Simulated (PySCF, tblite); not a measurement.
# C5H12N2Si: geometry, infrared bands and NMR shifts

Aim: predict the infrared bands and NMR shifts of C5H12N2Si (`C=N[C@@H]1CCN([SiH3])C1`).

Computed with tblite 0.8.0 and PySCF 2.14.0, with density-fitted response routines of our own, on a single molecule in the gas phase. Atoms are numbered from 0 throughout.

## (1) Starting geometry

20 atoms, charge 0, multiplicity 1; geometry from: force field or distance geometry start.

Bonds of the start (Å): C0–N1 1.30, N1–C2 1.48, C2–C3 1.53, C3–C4 1.51, C4–N5 1.46, N5–Si6 1.70, N5–C7 1.49, C7–C2 1.55, C0–H8 1.10, C0–H9 1.10, C2–H10 1.09, C3–H11 1.08, C3–H12 1.11, C4–H13 1.10, C4–H14 1.09, Si6–H15 1.50, Si6–H16 1.48, Si6–H17 1.47, C7–H18 1.10, C7–H19 1.10.

## (2) Geometry optimisation with GFN2-xTB

Job settings and geometry (Å):

```
{"job": {"kind": "relax", "xc": "GFN2-xTB", "basis": "xTB"}, "charge": 0, "multiplicity": 1}
C      3.015900     1.011000    -0.160300
N      1.938200     0.643600    -0.783100
C      1.178800    -0.397600    -0.058800
C      0.361400    -1.176600    -1.090500
C     -1.005000    -0.525600    -1.048400
N     -1.215400    -0.212900     0.360800
Si    -2.684200     0.391700     0.978500
C      0.111000     0.252500     0.850200
H      3.661000     1.778200    -0.609400
H      3.322600     0.611800     0.822200
H      1.820500    -1.078500     0.493500
H      0.797600    -1.187700    -2.083000
H      0.266800    -2.225300    -0.741100
H     -1.000600     0.388300    -1.668400
H     -1.767900    -1.198100    -1.449200
H     -2.615900     0.349100     2.473800
H     -3.784000    -0.463900     0.484300
H     -2.849800     1.777100     0.510600
H      0.176400     1.346400     0.826600
H      0.267400    -0.072700     1.888700
```

Started as:

```
$ OMP_NUM_THREADS=1 python probes_run.py task.json out
```

The driver reads the jobs from task.json and runs them one after another.

**Question.** This job is followed by: GFN2-xTB harmonic vibrations, gas phase; GIAO PBE0/pcSseg-1 NMR shielding, non-relativistic, gas phase. Predict these results of the whole session: strongest single infrared mode (GFN2-xTB); zero-point energy (GFN2-xTB); 13C shifts against TMS (PBE0/pcSseg-1); 1H shifts against TMS (PBE0/pcSseg-1, means over atoms taken as alike); 15N shifts against NH3 (PBE0/pcSseg-1); 29Si shifts against TMS (PBE0/pcSseg-1).

As calculated:

| quantity | value |
| --- | --- |
| strongest single infrared mode (GFN2-xTB) | 2261 cm⁻¹, 394 km/mol |
| zero-point energy (GFN2-xTB) | 100.6 kcal/mol |
| 13C shifts against TMS (PBE0/pcSseg-1) | 152.9, 75.8, 61.2, 52.7, 40.8 ppm |
| 1H shifts against TMS (PBE0/pcSseg-1, means over atoms taken as alike) | 7.61, 7.07, 4.66, 3.59, 3.36, 3.22, 3.20, 2.95, 2.18, 1.73 ppm |
| 15N shifts against NH3 (PBE0/pcSseg-1) | 420.7, 39.6 ppm |
| 29Si shifts against TMS (PBE0/pcSseg-1) | -58.7 ppm |

**Reading.** Over 136 steps the energy fell by 0.327 eV; of the close pairs, N5–C7 changed most, 1.488 to 1.439 Å. All 54 modes are real, so the xTB geometry is a minimum. The strongest single mode, at 2261 cm⁻¹, moves mainly H16. GFN2-xTB is a fitted tight-binding method: band positions and strengths are rough. Its intensities can rank the bands wrongly. At PBE0/pcSseg-1: Shielding is most anisotropic at N1 (span 755 ppm, paramagnetic term -482 ppm).
